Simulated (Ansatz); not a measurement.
# AsF₃GaH₃: small, medium and large basis sets

The task here is to estimate one member of a computed series from the others.

Computed with Ansatz 0.2.0, Gaussian basis. Level: one geometry, several basis sets.

The runs, in order: PBE0-D4/def2-SVP; ωB97M-V/def2-SVP; PBE0-D4/def2-QZVPP; ωB97M-V/def2-QZVPP; the functionals' def2-TZVPP values are taken from earlier runs.

## Structure used throughout

All runs share one geometry, relaxed beforehand with PBE0-D4 in a triple-zeta def2 set.

SMILES `[F][Ga-]([F])([F])[AsH3+]`, 8 atoms, charge 0, spin multiplicity 1.

Atoms are counted from 1 here; the program's logs count them from 0.

Bond lengths: F1–Ga2 1.752 Å, Ga2–F3 1.752 Å, Ga2–F4 1.752 Å, Ga2–As5 2.581 Å, As5–H6 1.502 Å, As5–H7 1.502 Å, As5–H8 1.502 Å. Angles: F1–Ga2–F3 117.1°, F1–Ga2–F4 117.2°, F1–Ga2–As5 99.9°, F3–Ga2–F4 117.2°, F3–Ga2–As5 99.8°, F4–Ga2–As5 99.7°, Ga2–As5–H6 118.2°, Ga2–As5–H7 118.0°, Ga2–As5–H8 118.1°, H6–As5–H7 99.6°, H6–As5–H8 99.6°, H7–As5–H8 99.6°.

Set-up of the first run:

Contents of in.yaml:

```yaml
crystal:
  periodic: [false, false, false]
  atoms:
    - {symbol: F, position_ang: [-0.086591, -1.747487, 1.722947]}
    - {symbol: Ga, position_ang: [0.746680, -1.216795, 0.275635]}
    - {symbol: F, position_ang: [2.353606, -0.547723, 0.478321]}
    - {symbol: F, position_ang: [0.430371, -2.106013, -1.200948]}
    - {symbol: As, position_ang: [-0.568209, 0.945773, -0.228250]}
    - {symbol: H, position_ang: [-1.672392, 1.340484, 0.710006]}
    - {symbol: H, position_ang: [-1.304068, 1.035336, -1.534291]}
    - {symbol: H, position_ang: [0.192804, 2.239425, -0.279220]}
basis:
  gaussian: {orbitals: def2-SVP}
hamiltonian: {xc: pbe0, dispersion: d4}
output: {orbitals: {seedname: orbitals}}
```

Launch:

```bash
> ansatz run in.yaml --threads 4 --pin off --events-out ev --progress --plain --max-ram 10444MiB
```

Steps of the session up to this table: PBE0-D4 in def2-SVP; ωB97M-V in def2-SVP; PBE0-D4 in def2-QZVPP; ωB97M-V in def2-QZVPP.

One table of the session follows, with a row left open; its other results are not shown here.

It belongs to the step «Density functionals: the series». 

| functional | basis | HOMO (eV) |
| --- | --- | --- |
| PBE0-D4 | def2-SVP | -9.50 |
| PBE0-D4 | def2-TZVPP | ? |
| PBE0-D4 | def2-QZVPP | -9.69 |
| ωB97M-V | def2-SVP | -11.67 |
| ωB97M-V | def2-TZVPP | -11.82 |
| ωB97M-V | def2-QZVPP | -11.87 |

Q: Estimate the row for PBE0-D4, def2-TZVPP from the others.

As computed: HOMO (eV): -9.65. In the column «HOMO (eV)» it lies between PBE0-D4, def2-QZVPP (-9.69) and PBE0-D4, def2-SVP (-9.50).
